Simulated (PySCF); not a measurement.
# A diatomic session: RbSe

Aim: find the lowest electronic state of RbSe, scan its bond at several levels of theory, and get bond length, wavenumber and dissociation energy from each curve.

Computed with PySCF 2.14.0. Level: Rb def2-TZVPP with ECP28, Se def2-TZVPP, scalar-relativistic core potentials.

## 1. Input

A driver script around PySCF takes these settings:

| Quantity | Value |
| --- | --- |
| atoms | Rb, Se |
| charge | 0 |
| basis | Rb def2-TZVPP with ECP28, Se def2-TZVPP |
| Hamiltonian | scalar-relativistic core potentials |
| basis functions | 88 |
| electrons treated | 43 |
| masses in u | 84.9118, 79.9165 |
| levels | PBE0, PBE, r²SCAN, LDA, M06-L, TPSSh, B2PLYP, HSE06, HF, MP2, SCS-MP2, CCSD, CCSD(T) |
| grid | 80 radial by 434 angular points |
| occupations | held fixed by the projection of orbital angular momentum |
| dissociation limit | Rb + Se, each in its ground configuration |
| starting distance in angstrom | 3.175 |
| values of 2S to try | 1, 3 |

Started as:

```console
$ OMP_NUM_THREADS=1 python dia.py task.json out
```

Further steps of the session: The PBE0 curve of the state that the search chose; Other states along the same grid; PBE (GGA); r²SCAN (meta-GGA); LDA; M06-L (meta-GGA); TPSSh (hybrid meta-GGA); B2PLYP (double hybrid); HSE06; UHF; Adding correlation.

**Question.** What will these runs give? Wanted: for each run, Re; ωe; De; μ.

**Answer**, as computed:

Lowest PBE0 solution found, without spin–orbit coupling: ²Π (doublet), unpaired electrons π ↑. State 2 has its PBE0 minimum 0.28 eV higher. State 3 has its PBE0 minimum 2.38 eV higher. The other levels ran on the lowest alone.

```
      level  Re (Å)  ωe (cm⁻¹)  De (eV)   μ (D)
        UHF   3.208      143.8     1.50  -12.27
    UHF-MP2   3.133      151.1     2.29     n/a
UHF-SCS-MP2   3.146      149.5     2.29     n/a
   UHF-CCSD   3.142      150.1     2.22     n/a
UHF-CCSD(T)   3.140      150.0     2.28     n/a
        LDA   3.073      154.0     2.76  -10.06
        PBE   3.141      143.7     2.45  -10.29
     r²SCAN   3.147      147.0     2.52  -11.25
      M06-L   3.164      146.1     2.82  -11.66
      TPSSh   3.140      146.5     2.56  -10.92
       PBE0   3.128      148.8     2.42  -10.98
      HSE06   3.130      148.5     2.44  -10.94
     B2PLYP   3.146      147.6     2.36  -11.44
```

De is counted to Rb + Se in their ground configurations. A positive dipole means Rb(−)Se(+).

Differences from CCSD(T) in the same basis:

```
      level  Re (mÅ)  ωe (%)
        UHF      +68    -4.2
    UHF-MP2       -8    +0.7
UHF-SCS-MP2       +6    -0.4
   UHF-CCSD       +2    +0.1
        LDA      -67    +2.7
        PBE       +1    -4.2
     r²SCAN       +7    -2.0
      M06-L      +23    -2.6
      TPSSh        0    -2.3
       PBE0      -13    -0.8
      HSE06      -10    -1.0
     B2PLYP       +6    -1.6
```

What this shows: Against CCSD(T) in the same basis, the bond length is nearest at TPSSh (0 mÅ) and farthest at UHF (+68 mÅ); the wavenumber is nearest at UHF-CCSD (+0.1 %) and farthest at UHF and PBE (-4.2 %). Among the levels with a De in the table, it runs from 1.50 eV (UHF) to 2.82 eV (M06-L).

Correlated steps freeze 9 core orbitals. B2PLYP dipoles, levels and charges come from its SCF part alone. At some levels the lowest empty orbital lies below the highest filled one (the two can be of opposite spin). Spin–orbit coupling is left out.
